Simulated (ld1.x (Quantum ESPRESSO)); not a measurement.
**Cobalt: generating and testing a PAW potential**

Do these settings give a usable potential? It is generated, then checked for transferability, scattering, ghosts and hardness.

The numbers are computed with ld1.x (Quantum ESPRESSO) 7.5 (PBE, scalar-relativistic, spin-unpolarised reference atom).

## 1. The design

The settings as typed:

```
element                 : cobalt (Co, Z = 27)
type                    : PAW
frozen core             : [Ne]
valence charge          : 17
reference configuration : 3s2 3p6 3d7 4s2 4p0
partial waves           : 3s (bound): rcut 1.20, rcutus 1.40 bohr; 4s (bound): rcut 1.20, rcutus 1.40 bohr; 3p (bound): rcut 1.15, rcutus 1.25 bohr; 4p (bound, empty): rcut 1.15, rcutus 1.25 bohr; 3d (bound): rcut 0.75, rcutus 0.80 bohr; 3d channel at 0.7 Ry: rcut 0.75, rcutus 0.80 bohr
local potential         : all-electron potential smoothed inside 0.95 bohr (lloc = -1)
core correction         : Bessel-smoothed model core, default radius (core density twice the valence density)
augmentation charge     : PSQ, inside the norm-conserving radii
```

The outer shells as boxes (Hund's rule for the drawing; the calculation is spin-unpolarised):

```
[Ne] core
3s [↑↓]
3p [↑↓][↑↓][↑↓]
3d [↑↓][↑↓][↑ ][↑ ][↑ ]
4s [↑↓]
4p [  ][  ][  ]
```

An earlier all-electron run gives the scale for the radii.

All-electron outer shells of the reference configuration (PBE, scalar-relativistic, ld1.x):

```
shell  level (eV)  outermost node (bohr)  outermost maximum (bohr)
   2s     -899.00                   0.08                      0.21
   2p     -769.94                      –                      0.17
   3s     -102.40                   0.31                      0.66
   3p      -65.64                   0.28                      0.68
   3d       -8.20                      –                      0.66
   4s       -5.47                   0.96                      2.32
   4p       -1.28                   1.05                      3.25
```

## 2. Generating the potential

The input, Co.in:

```
 &input
   title='Co', zed=27., rel=1, dft='PBE', iswitch=3,
   config='[Ar] 3d7 4s2 4p0',
   nld=3, rlderiv=1.55, eminld=-10.0, emaxld=5.0, deld=0.04
 /
 &inputp
   pseudotype=3, lpaw=.true., tm=.true., lloc=-1, rcloc=0.95,
   nlcc=.true., new_core_ps=.true.,
   which_augfun='PSQ', rmatch_augfun_nc=.true.,
   file_pseudopw='Co.UPF', file_wfcaegen='ae.wfc', file_wfcncgen='nc.wfc', file_beta='beta', file_chi='chi', file_wfcusgen='us.wfc'
 /
6
3S  1  0   2.00   0.00  1.20  1.40  0.0
4S  2  0   2.00   0.00  1.20  1.40  0.0
3P  2  1   6.00   0.00  1.15  1.25  0.0
4P  3  1   0.00   0.00  1.15  1.25  0.0
3D  3  2   7.00   0.00  0.75  0.80  0.0
3D  3  2   0.00   0.70  0.75  0.80  0.0
 &test
   configts(1)='3s2 3p6 3d7 4s2 4p0'
 /
```

The run is started by

```bash
$ ld1.x < Co.in > Co.out
```

What the program wrote to Co.out (without the banner and most projector matrices):

```text
     Program LD1 v.7.5
     --------------------------- All-electron run ----------------------------

     Co
     scalar relativistic calculation

     atomic number is 27.00
     dft =PBE   lsd =0 sic =0 latt =0  beta=0.20 tr2=1.0E-14
     Exchange-correlation= PBE
                           (   1   4   3   4   0   0   0)
     mesh =1193 r(mesh) =  99.89935 a.u. xmin = -7.00 dx = 0.01250
     1 Ry =  13.60569312 eV, c = 137.03599908

     n l     nl                  e(Ry)          e(Ha)          e(eV)
     1 0     1S 1( 2.00)      -558.0826      -279.0413     -7593.1006
     2 0     2S 1( 2.00)       -66.0755       -33.0378      -899.0036
     2 1     2P 1( 6.00)       -56.5897       -28.2948      -769.9416
     3 0     3S 1( 2.00)        -7.5266        -3.7633      -102.4044
     3 1     3P 1( 6.00)        -4.8242        -2.4121       -65.6364
     3 2     3D 1( 7.00)        -0.6030        -0.3015        -8.2040
     4 0     4S 1( 2.00)        -0.4020        -0.2010        -5.4697
     4 1     4P 1( 0.00)        -0.0938        -0.0469        -1.2766

     final scf error:  8.6E-15 reached in  32 iterations

     Etot =   -2786.294851 Ry,   -1393.147426 Ha,  -37909.472698 eV

     Ekin =    2822.267919 Ry,    1411.133959 Ha,   38398.911213 eV
     Encl =   -6674.713191 Ry,   -3337.356595 Ha,  -90814.099355 eV
     Eh   =    1184.776043 Ry,     592.388022 Ha,   16119.699266 eV
     Exc  =    -118.625623 Ry,     -59.312811 Ha,   -1613.983821 eV

     normalization and overlap integrals

     s(1S/1S) =  1.000000  <r> =   0.0562  <r2> =    0.0042  r(max) =   0.0366
     s(2S/2S) =  1.000000  <r> =   0.2555  <r2> =    0.0770  r(max) =   0.2131
     s(2P/2P) =  1.000000  <r> =   0.2250  <r2> =    0.0622  r(max) =   0.1723
     s(3S/3S) =  1.000000  <r> =   0.7736  <r2> =    0.6913  r(max) =   0.6648
     s(3P/3P) =  1.000000  <r> =   0.8160  <r2> =    0.7864  r(max) =   0.6816
     s(3D/3D) =  1.000000  <r> =   1.0711  <r2> =    1.5569  r(max) =   0.6648
     s(4S/4S) =  1.000000  <r> =   2.8937  <r2> =    9.7888  r(max) =   2.3202
     s(4P/4P) =  1.000000  <r> =   4.4224  <r2> =   23.7598  r(max) =   3.2517

     ------------------------ End of All-electron run ------------------------

     --------------------- Generating PAW atomic setup --------------------

      Generating local potential from pseudized AE potential:
      Matching radius rcloc =   0.9500

      Local pseudo, rcloc= 0.955 Estimated cut-off energy=    27.19 Ry

      Computing core charge for nlcc:

       r > 0.37 : true rho core
      Core charge pseudized with two Bessel functions
      Integrated core pseudo-charge :   7.21
      Wfc-us  3S rcutus= 1.390  Estimated cut-off energy=    28.56 Ry
      Wfc-us  4S rcutus= 1.390  Estimated cut-off energy=    58.82 Ry
      Wfc-us  3P rcutus= 1.258  Estimated cut-off energy=    52.71 Ry
      Wfc-us  4P rcutus= 1.258  Estimated cut-off energy=    96.13 Ry
      Wfc-us  3D rcutus= 0.802  Estimated cut-off energy=   174.42 Ry
      Wfc-us  3D rcutus= 0.802  Estimated cut-off energy=   178.16 Ry

     Required augmentation: PSQ   radius:    1.400000

     Q pseudized with Bessel functions
     Expected ecutrho=     760.9541 due to l1=  2   l2=  2

     Estimated PAW energy = -376.116501 Ryd

     The PAW screened D coefficients
     8.05389     6.18706     0.00000     0.00000     0.00000     0.00000
     6.18706     3.17098     0.00000     0.00000     0.00000     0.00000
     0.00000     0.00000    -0.35293     0.43966     0.00000     0.00000
     0.00000     0.00000     0.43966     0.07828     0.00000     0.00000
     0.00000     0.00000     0.00000     0.00000    -2.63064    -2.08955
     0.00000     0.00000     0.00000     0.00000    -2.08955    -1.65627

     The PAW descreened D coefficients (US)
     0.46346     0.65092     0.00000     0.00000     0.00000     0.00000
     0.65092    -1.24821     0.00000     0.00000     0.00000     0.00000
     0.00000     0.00000     4.39180     0.02791     0.00000     0.00000
     0.00000     0.00000     0.02791    -0.36300     0.00000     0.00000
     0.00000     0.00000     0.00000     0.00000    -0.36490    -0.20837
     0.00000     0.00000     0.00000     0.00000    -0.20837    -0.09374

     ------------------- End of pseudopotential generation -------------------

     [... the all-electron block is printed once more ...]


     Computing logarithmic derivative in   1.54563
     Computing logarithmic derivative in   1.54563
     Computing the partial wave expansion
     R is outside the sphere for l=    0 j= 0.00
     R is outside the sphere for l=    0 j= 0.00
     R is outside the sphere for l=    1 j= 0.00
     R is outside the sphere for l=    1 j= 0.00
     R is outside the sphere for l=    2 j= 0.00
     R is outside the sphere for l=    2 j= 0.00

     ---------------------- Testing the pseudopotential ----------------------

     Co
     scalar relativistic calculation

     atomic number is 27.00   valence charge is 17.00
     dft = SLA  PW   PBX  PBC   lsd =0 sic =0 latt =0  beta=0.20 tr2=1.0E-14
     mesh =1193 r(mesh) =  99.89935 xmin = -7.00 dx = 0.01250

     n l     nl             e AE (Ry)        e PS (Ry)    De AE-PS (Ry)
     1 0     3S   1( 2.00)       -7.52658       -7.52655       -0.00003
     2 1     3P   1( 6.00)       -4.82419       -4.82416       -0.00003
     3 2     3D   1( 7.00)       -0.60298       -0.60296       -0.00003
     2 0     4S   1( 2.00)       -0.40202       -0.40201       -0.00001
     3 1     4P   1( 0.00)       -0.09383       -0.09383       -0.00001

     eps = 6.8E-16  iter =  6

     Etot =   -2786.294851 Ry,   -1393.147426 Ha,  -37909.472698 eV
     Etotps =  -376.116477 Ry,    -188.058239 Ha,   -5117.325369 eV

     Ekin =     327.567025 Ry,     163.783512 Ha,    4456.776416 eV
     Encl =    -836.229854 Ry,    -418.114927 Ha,  -11377.486777 eV
     Ehrt =     251.172079 Ry,     125.586039 Ha,    3417.370222 eV
     Ecxc =    -118.625726 Ry,     -59.312863 Ha,   -1613.985230 eV
     (Ecc =     -38.724797 Ry,     -19.362399 Ha,    -526.877710 eV)

     ---------------------- End of pseudopotential test ----------------------
```

It took 2 s on 1 thread of Neoverse-V1, shared host. This counts the later configuration tests of the new file too.

Partial waves on a coarse radial grid (AE all-electron, PS pseudo):

```
r (bohr)    4p AE    4p PS
   0.070   0.0678  -0.0104
   0.140   0.0987  -0.0399
   0.210   0.0629  -0.0833
   0.280  -0.0025  -0.1335
   0.350  -0.0684  -0.1822
   0.420  -0.1203  -0.2218
   0.490  -0.1534  -0.2466
   0.560  -0.1680  -0.2534
   0.630  -0.1669  -0.2422
   0.700  -0.1535  -0.2156
   0.770  -0.1311  -0.1777
   0.840  -0.1026  -0.1337
   0.910  -0.0701  -0.0879
   0.980  -0.0354  -0.0437
   1.050   0.0002  -0.0026
   1.120   0.0359   0.0354
   1.190   0.0709   0.0709
   1.260   0.1048   0.1048
   1.330   0.1374   0.1374
   1.400   0.1684   0.1684
   1.470   0.1977   0.1977
   1.540   0.2253   0.2253
   1.610   0.2512   0.2512
   1.680   0.2753   0.2753
   1.750   0.2978   0.2978
   1.820   0.3187   0.3187
```

## 3. Testing the new file in other configurations

The input, Co.test.in:

```
 &input
   title='Co', zed=27., rel=1, dft='PBE', iswitch=2,
   config='[Ar] 3d7 4s2 4p0'
 /
 &test
   file_pseudo='Co.UPF', nconf=8,
   configts(1)='3s2 3p6 3d7 4s2 4p0',
   configts(2)='3s2 3p6 3d7 4s1 4p0',
   configts(3)='3s2 3p6 3d7 4s0 4p0',
   configts(4)='3s2 3p6 3d6 4s0 4p0',
   configts(5)='3s2 3p6 3d5 4s0 4p0',
   configts(6)='3s2 3p6 3d7.5 4s1.5 4p0',
   configts(7)='3s2 3p6 3d7 4s0 4p1',
   configts(8)='3s2 3p6 3d7 4s1.5 4p0'
 /
```

The run is started by

```bash
$ ld1.x < Co.test.in > Co.test.out
```

Co.test.out, the pseudopotential blocks:

```text
     ---------------------- Testing the pseudopotential ----------------------

     Co
     scalar relativistic calculation

     atomic number is 27.00   valence charge is 17.00
     dft =SLA  PW   PBX  PBC   lsd =0 sic =0 latt =0  beta=0.20 tr2=1.0E-14
     mesh =1193 r(mesh) =  99.89935 xmin = -7.00 dx = 0.01250

     n l     nl             e AE (Ry)        e PS (Ry)    De AE-PS (Ry)
     1 0     3S   1( 2.00)       -7.52658       -7.52655       -0.00003
     2 1     3P   1( 6.00)       -4.82419       -4.82416       -0.00003
     3 2     3D   1( 7.00)       -0.60298       -0.60296       -0.00003
     2 0     4S   1( 2.00)       -0.40202       -0.40201       -0.00001
     3 1     4P   1( 0.00)       -0.09383       -0.09383       -0.00001

     eps = 6.9E-16  iter =  6

     Etot =   -2786.294851 Ry,   -1393.147426 Ha,  -37909.472698 eV
     Etotps =  -376.116477 Ry,    -188.058239 Ha,   -5117.325369 eV

     Ekin =     327.567025 Ry,     163.783512 Ha,    4456.776416 eV
     Encl =    -836.229854 Ry,    -418.114927 Ha,  -11377.486777 eV
     Ehrt =     251.172079 Ry,     125.586039 Ha,    3417.370222 eV
     Ecxc =    -118.625726 Ry,     -59.312863 Ha,   -1613.985230 eV
     (Ecc =     -38.724797 Ry,     -19.362399 Ha,    -526.877710 eV)

     ---------------------- End of pseudopotential test ----------------------

     ---------------------- Testing the pseudopotential ----------------------

     Co
     [...]
     n l     nl             e AE (Ry)        e PS (Ry)    De AE-PS (Ry)
     1 0     3S   1( 2.00)       -8.17488       -8.17517        0.00029
     2 1     3P   1( 6.00)       -5.47350       -5.47364        0.00014
     3 2     3D   1( 7.00)       -1.24646       -1.24653        0.00008
     2 0     4S   1( 1.00)       -0.93803       -0.93800       -0.00003
     3 1     4P   1( 0.00)       -0.54886       -0.54885       -0.00001

     eps = 5.4E-16  iter = 13

     Etot =   -2785.631149 Ry,   -1392.815574 Ha,  -37900.442564 eV
     Etotps =  -375.452723 Ry,    -187.726362 Ha,   -5108.294534 eV
     dEtot_ae =       0.663703 Ry
     dEtot_ps =       0.663754 Ry,   Delta E=      -0.000052 Ry

     [...]
     ---------------------- End of pseudopotential test ----------------------

     ---------------------- Testing the pseudopotential ----------------------

     Co
     [...]
     n l     nl             e AE (Ry)        e PS (Ry)    De AE-PS (Ry)
     1 0     3S   1( 2.00)       -8.92863       -8.92941        0.00078
     2 1     3P   1( 6.00)       -6.22769       -6.22809        0.00040
     3 2     3D   1( 7.00)       -1.98916       -1.98939        0.00023
     2 0     4S   1( 0.00)       -1.53869       -1.53863       -0.00006
     3 1     4P   1( 0.00)       -1.07841       -1.07842        0.00001

     eps = 3.0E-15  iter =  9

     Etot =   -2784.397424 Ry,   -1392.198712 Ha,  -37883.656885 eV
     Etotps =  -374.218925 Ry,    -187.109463 Ha,   -5091.507859 eV
     dEtot_ae =       1.897427 Ry
     dEtot_ps =       1.897552 Ry,   Delta E=      -0.000125 Ry

     [...]
     ---------------------- End of pseudopotential test ----------------------

     ---------------------- Testing the pseudopotential ----------------------

     Co
     [...]
     n l     nl             e AE (Ry)        e PS (Ry)    De AE-PS (Ry)
     1 0     3S   1( 2.00)      -10.34477      -10.34301       -0.00176
     2 1     3P   1( 6.00)       -7.62638       -7.62529       -0.00110
     3 2     3D   1( 6.00)       -3.31966       -3.31859       -0.00107
     2 0     4S   1( 0.00)       -2.38146       -2.38142       -0.00004
     3 1     4P   1( 0.00)       -1.82341       -1.82362        0.00021

     eps = 3.8E-15  iter =  9

     Etot =   -2781.761040 Ry,   -1390.880520 Ha,  -37847.787048 eV
     Etotps =  -371.582664 Ry,    -185.791332 Ha,   -5055.639691 eV
     dEtot_ae =       4.533812 Ry
     dEtot_ps =       4.533814 Ry,   Delta E=      -0.000002 Ry

     [...]
     ---------------------- End of pseudopotential test ----------------------

     ---------------------- Testing the pseudopotential ----------------------

     Co
     [...]
     n l     nl             e AE (Ry)        e PS (Ry)    De AE-PS (Ry)
     1 0     3S   1( 2.00)      -11.95396      -11.94671       -0.00724  !
     2 1     3P   1( 6.00)       -9.21411       -9.20917       -0.00494
     3 2     3D   1( 5.00)       -4.84765       -4.84234       -0.00531  !
     2 0     4S   1( 0.00)       -3.32737       -3.32659       -0.00078
     3 1     4P   1( 0.00)       -2.68132       -2.68177        0.00045

     eps = 5.8E-15  iter =  9

     Etot =   -2777.692752 Ry,   -1388.846376 Ha,  -37792.435173 eV
     Etotps =  -367.517048 Ry,    -183.758524 Ha,   -5000.324167 eV
     dEtot_ae =       8.602099 Ry
     dEtot_ps =       8.599430 Ry,   Delta E=       0.002670 Ry

     [...]
     ---------------------- End of pseudopotential test ----------------------

     ---------------------- Testing the pseudopotential ----------------------

     Co
     [...]
     n l     nl             e AE (Ry)        e PS (Ry)    De AE-PS (Ry)
     1 0     3S   1( 2.00)       -7.33578       -7.33638        0.00060
     2 1     3P   1( 6.00)       -4.63891       -4.63916        0.00025
     3 2     3D   1( 7.50)       -0.44423       -0.44433        0.00011
     2 0     4S   1( 1.50)       -0.35944       -0.35939       -0.00005
     3 1     4P   1( 0.00)       -0.07538       -0.07537       -0.00000

     eps = 4.2E-15  iter = 19

     Etot =   -2786.365447 Ry,   -1393.182723 Ha,  -37910.433198 eV
     Etotps =  -376.187091 Ry,    -188.093546 Ha,   -5118.286118 eV
     dEtot_ae =      -0.070595 Ry
     dEtot_ps =      -0.070614 Ry,   Delta E=       0.000018 Ry

     [...]
     ---------------------- End of pseudopotential test ----------------------

     ---------------------- Testing the pseudopotential ----------------------

     Co
     [...]
     n l     nl             e AE (Ry)        e PS (Ry)    De AE-PS (Ry)
     1 0     3S   1( 2.00)       -8.29043       -8.29108        0.00065
     2 1     3P   1( 6.00)       -5.58906       -5.58930        0.00025
     3 2     3D   1( 7.00)       -1.35700       -1.35713        0.00013
     2 0     4S   1( 0.00)       -1.00643       -1.00636       -0.00007
     3 1     4P   1( 1.00)       -0.60637       -0.60636       -0.00001

     eps = 7.0E-15  iter = 17

     Etot =   -2785.236570 Ry,   -1392.618285 Ha,  -37895.074046 eV
     Etotps =  -375.058153 Ry,    -187.529076 Ha,   -5102.926127 eV
     dEtot_ae =       1.058281 Ry
     dEtot_ps =       1.058325 Ry,   Delta E=      -0.000043 Ry

     [...]
     ---------------------- End of pseudopotential test ----------------------

     ---------------------- Testing the pseudopotential ----------------------

     Co
     [...]
     n l     nl             e AE (Ry)        e PS (Ry)    De AE-PS (Ry)
     1 0     3S   1( 2.00)       -7.83604       -7.83615        0.00010
     2 1     3P   1( 6.00)       -5.13418       -5.13422        0.00004
     3 2     3D   1( 7.00)       -0.91071       -0.91073        0.00002
     2 0     4S   1( 1.50)       -0.66067       -0.66065       -0.00002
     3 1     4P   1( 0.00)       -0.30907       -0.30906       -0.00001

     eps = 3.7E-15  iter = 13

     Etot =   -2786.030079 Ry,   -1393.015039 Ha,  -37905.870282 eV
     Etotps =  -375.851684 Ry,    -187.925842 Ha,   -5113.722669 eV
     dEtot_ae =       0.264773 Ry
     dEtot_ps =       0.264794 Ry,   Delta E=      -0.000021 Ry

     [...]
     ---------------------- End of pseudopotential test ----------------------
```

The tests as a table, with energies relative to 3s2 3p6 3d7 4s2 4p0.

```csv
valence configuration,charge,ΔE all-electron (eV),error AE − PS (meV)
3s2 3p6 3d7 4s1 4p0,+1,9.030,-0.7
3s2 3p6 3d7 4s0 4p0,+2,25.816,-1.7
3s2 3p6 3d6 4s0 4p0,+3,61.686,0.0
3s2 3p6 3d5 4s0 4p0,+4,117.038,+36
3s2 3p6 3d7.5 4s1.5 4p0,0,-0.960,+0.2
3s2 3p6 3d7 4s0 4p1,+1,14.399,-0.6
3s2 3p6 3d7 4s1.5 4p0,+0.5,3.602,-0.3
```

## 4. Scattering by logarithmic derivatives

Taken from the files of the generation run. The phase is arctan(r·u′/u) with u = r·R, unwrapped, with energies in Ry. A pole is an energy at which the radial function vanishes at the test radius. The pseudo phase is shifted by a multiple of π to meet the all-electron one at the reference energy. Levels narrower than the energy grid can be missing from the poles. Left out: p, where the overlap operator is not positive , so their phases aren't trusted. The last column is the largest difference on the grid between −1 and +1 Ry.

| channel | radius (bohr) | reference (Ry) | poles AE | poles PS | window around the reference with phases within 0.05 rad (Ry) | largest difference near zero (rad) |
| --- | --- | --- | --- | --- | --- | --- |
| s | 1.55 | -0.40 | -7.11 | -7.11 | the whole range | 0.000 |
| d | 1.55 | -0.60 | 0.44 | 0.44 | the whole range | 0.000 |

Phases (rad) along the scan:

```
E (Ry)    s AE    s PS    d AE    d PS
-10.00   1.285   1.285   1.367   1.367
 -9.52   1.256   1.256   1.362   1.362
 -9.04   1.206   1.207   1.356   1.356
 -8.56   1.099   1.099   1.350   1.350
 -8.08   0.655   0.655   1.343   1.343
 -7.60  -1.191  -1.191   1.336   1.336
 -7.12  -1.567  -1.567   1.327   1.327
 -6.64  -1.668  -1.668   1.318   1.318
 -6.16  -1.718  -1.718   1.307   1.307
 -5.68  -1.752  -1.751   1.295   1.295
 -5.20  -1.777  -1.777   1.281   1.281
 -4.72  -1.800  -1.800   1.264   1.264
 -4.24  -1.821  -1.821   1.243   1.243
 -3.76  -1.843  -1.843   1.217   1.217
 -3.28  -1.866  -1.866   1.182   1.182
 -2.80  -1.891  -1.891   1.132   1.132
 -2.32  -1.919  -1.919   1.054   1.054
 -1.84  -1.951  -1.951   0.912   0.912
 -1.36  -1.989  -1.989   0.575   0.575
 -0.88  -2.036  -2.036  -0.343  -0.343
 -0.40  -2.094  -2.094  -1.165  -1.165
  0.08  -2.170  -2.170  -1.461  -1.461
  0.56  -2.271  -2.271  -1.597  -1.597
  1.04  -2.411  -2.411  -1.679  -1.679
  1.52  -2.607  -2.607  -1.741  -1.741
  2.00  -2.878  -2.877  -1.793  -1.793
  2.48  -3.215  -3.212  -1.843  -1.843
  2.96  -3.557  -3.554  -1.896  -1.897
  3.44  -3.839  -3.835  -1.956  -1.957
  3.92  -4.045  -4.042  -2.030  -2.031
  4.40  -4.191  -4.189  -2.125  -2.127
  4.88  -4.297  -4.294  -2.257  -2.260
```

## 5. Plane-wave convergence, by spherical Bessel functions

This step uses the generator's waves and projectors in a separate script. Basis: spherical Bessel functions vanishing at 20 bohr, q² up to the cutoff; potential fixed at the reference.

No cutoffs are read. The overlap operator is not positive in p (lowest eigenvalue -0.466), so the test is not defined there. The ghost test is not conclusive.

## 6. Results

| quantity | value |
| --- | --- |
| cutoffs | not determined |
| bound ghosts | not determined |
| largest test error (AE − PS) | +36 meV, for 3s2 3p6 3d5 4s0 4p0 |
| largest phase difference near zero energy, channels read | 0.000 rad |
| lowest eigenvalue of the overlap (Bessel basis) | -0.466 (p) |
| density cutoff estimated by the generator | 761 Ry |

In words: The overlap operator is not positive definite in p, so a plane-wave run would break down once the basis is large enough. By total energies transferability is fair: the largest error is 36 meV on 117.0 eV, for 3s2 3p6 3d5 4s0 4p0. That test lies far up in energy; among those under 40 eV, nearer to bonding, the largest error is 1.7 meV. No cutoffs are read. Ghosts could not be judged. Near zero energy the phases of the channels with partial waves that could be evaluated agree within 0.001 rad. All of this concerns the isolated atom, not yet a solid.
